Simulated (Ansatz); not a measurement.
# SbOs (CsCl type): the cost of one run

Program: Ansatz 0.2.0. Level of theory: DFT PBE, with the methods named in each step. These are calculated values, not measurements.

1 further run of the same task is left out (it didn't finish). Runs told in other sessions of the task aren't counted.

### Step 1. The structure to begin with

It takes space group Pm-3m (No. 221, cubic). The conventional cell has a = 3.292 Å, b = 3.292 Å, c = 3.292 Å, α = 90.00°, β = 90.00°, γ = 90.00°. Os (site symmetry m-3m) is surrounded by 8 Sb at 2.85 Å. Sb (site symmetry m-3m) is surrounded by 8 Os at 2.85 Å.

Structure file:

```xyz
2
Lattice="3.2920 0.0000 0.0000 0.0000 3.2920 0.0000 0.0000 0.0000 3.2920" Properties=species:S:1:pos:R:3 pbc="T T T"
Os    0.0000    0.0000    0.0000
Sb    1.6460    1.6460    1.6460
```

Whether this phase is the stable one at these pressures isn't tested.

Atoms are numbered in the order of the input: Os1, Sb2.

### Step 2. The reference volume, LAPW

input.yaml reads:

```yaml
crystal:
  lattice:
    - [3.2920467046, 0.0, 0.0]
    - [0.0, 3.2920467046, 0.0]
    - [0.0, 0.0, 3.2920467046]
  atoms:
    - { symbol: Os, position: [0.0, 0.0, 0.0] }
    - { symbol: Sb, position: [0.5, 0.5, 0.5] }
kpoints:
  mp_grid: { grid: [12, 12, 12] }
  band_path:
    path:
      - [0.0, 0.0, 0.0]
      - [0.0, 0.5, 0.0]
      - [0.5, 0.5, 0.0]
      - [0.0, 0.0, 0.0]
      - [0.5, 0.5, 0.5]
      - [0.0, 0.5, 0.0]
      - [0.5, 0.5, 0.5]
      - [0.5, 0.5, 0.0]
    npoints: 14
scf:
  occupations: { method: fermi_dirac, width: 0.05 }
hamiltonian:
  xc: pbe
  pseudopotentials: { kind: all_electron, lapw: { basis_error: 0.001 } }
output:
  forces: true
  stress: true
  eigenvalues: true
  populations: true
  dos: { projected: true, de: 0.2, e_range: [-14, 8] }
```

Launch:

```sh
ansatz run input.yaml --threads 1 --pin off --max-ram 2048MiB --backend cpu --events-out ev --progress --plain --runs-dir out
```

Q: Estimate wall time and peak memory on 1 thread of Arm Neoverse V2, shared host.

About 43 s, with a peak of 0.47 GiB.
